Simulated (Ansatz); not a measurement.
**FGeH6NSi2: basis-set convergence**

One table from this session's results is given with a row withheld; the runs are named, their logs left out.

Program: Ansatz 0.2.0, Gaussian basis. Level of theory: one geometry, several basis sets. These are calculated values, not measurements.

Plan: PBE0-D4/def2-SVP; ωB97M-V/def2-SVP; PBE0-D4/def2-QZVPP; ωB97M-V/def2-QZVPP; the functionals' def2-TZVPP values are taken from earlier runs.

**Structure used throughout**

All runs share one geometry, relaxed beforehand with PBE0-D4 in a triple-zeta def2 set.

SMILES `[F][Ge][N]([SiH3])[SiH3]`, 11 atoms, charge 0, spin multiplicity 1.

Atoms are counted from 1 here; the program's logs count them from 0.

Bond lengths: F1–Ge2 1.772 Å, Ge2–N3 1.842 Å, N3–Si4 1.740 Å, N3–Si5 1.755 Å, Si4–H6 1.490 Å, Si4–H7 1.486 Å, Si4–H8 1.486 Å, Si5–H9 1.482 Å, Si5–H10 1.490 Å, Si5–H11 1.482 Å. Angles: F1–Ge2–N3 94.4°, Ge2–N3–Si4 119.4°, Ge2–N3–Si5 120.9°, Si4–N3–Si5 119.7°, N3–Si4–H6 107.0°, N3–Si4–H7 111.4°, N3–Si4–H8 111.4°, H6–Si4–H7 109.2°, H6–Si4–H8 109.2°, H7–Si4–H8 108.6°, N3–Si5–H9 111.6°, N3–Si5–H10 106.0°, N3–Si5–H11 111.6°, H9–Si5–H10 108.6°, H9–Si5–H11 110.3°, H10–Si5–H11 108.6°.

The first run:

File in.yaml:

```yaml
crystal:
  periodic: [false, false, false]
  atoms:
    - {symbol: F, position_ang: [-2.481642, 1.415698, 0.497966]}
    - {symbol: Ge, position_ang: [-0.910191, 2.083592, 0.022495]}
    - {symbol: N, position_ang: [-0.069144, 0.445607, -0.025912]}
    - {symbol: Si, position_ang: [1.615943, 0.361943, -0.450823]}
    - {symbol: Si, position_ang: [-0.943749, -1.028160, 0.351633]}
    - {symbol: H, position_ang: [2.070541, 1.756412, -0.710798]}
    - {symbol: H, position_ang: [2.424337, -0.217655, 0.652707]}
    - {symbol: H, position_ang: [1.826422, -0.456481, -1.672727]}
    - {symbol: H, position_ang: [-1.448202, -1.020872, 1.745023]}
    - {symbol: H, position_ang: [0.039834, -2.138582, 0.207949]}
    - {symbol: H, position_ang: [-2.058847, -1.258602, -0.596712]}
basis:
  gaussian: {orbitals: def2-SVP}
hamiltonian: {xc: pbe0, dispersion: d4}
output: {orbitals: {seedname: orbitals}}
```

Launch:

```console
$ ansatz run in.yaml --threads 4 --pin off --events-out ev --progress --plain --max-ram 11315MiB
```

Steps of the session up to this table: PBE0-D4 in def2-SVP; ωB97M-V in def2-SVP; PBE0-D4 in def2-QZVPP; ωB97M-V in def2-QZVPP.

One of the session's tables, all rows but one given; the rest of the session is left out.

It belongs to the step «Functionals by basis». 

```
functional       basis  HOMO (eV)  LUMO (eV)
   PBE0-D4    def2-SVP          ?          ?
   PBE0-D4  def2-TZVPP      -7.98      -2.14
   PBE0-D4  def2-QZVPP      -8.02      -2.20
   ωB97M-V    def2-SVP     -10.10      -0.06
   ωB97M-V  def2-TZVPP     -10.19      -0.21
   ωB97M-V  def2-QZVPP     -10.22      -0.36
```

Estimate the missing values for PBE0-D4, def2-SVP.

As computed: HOMO (eV): -7.93; LUMO (eV): -2.04. In the column «HOMO (eV)» it is the highest.
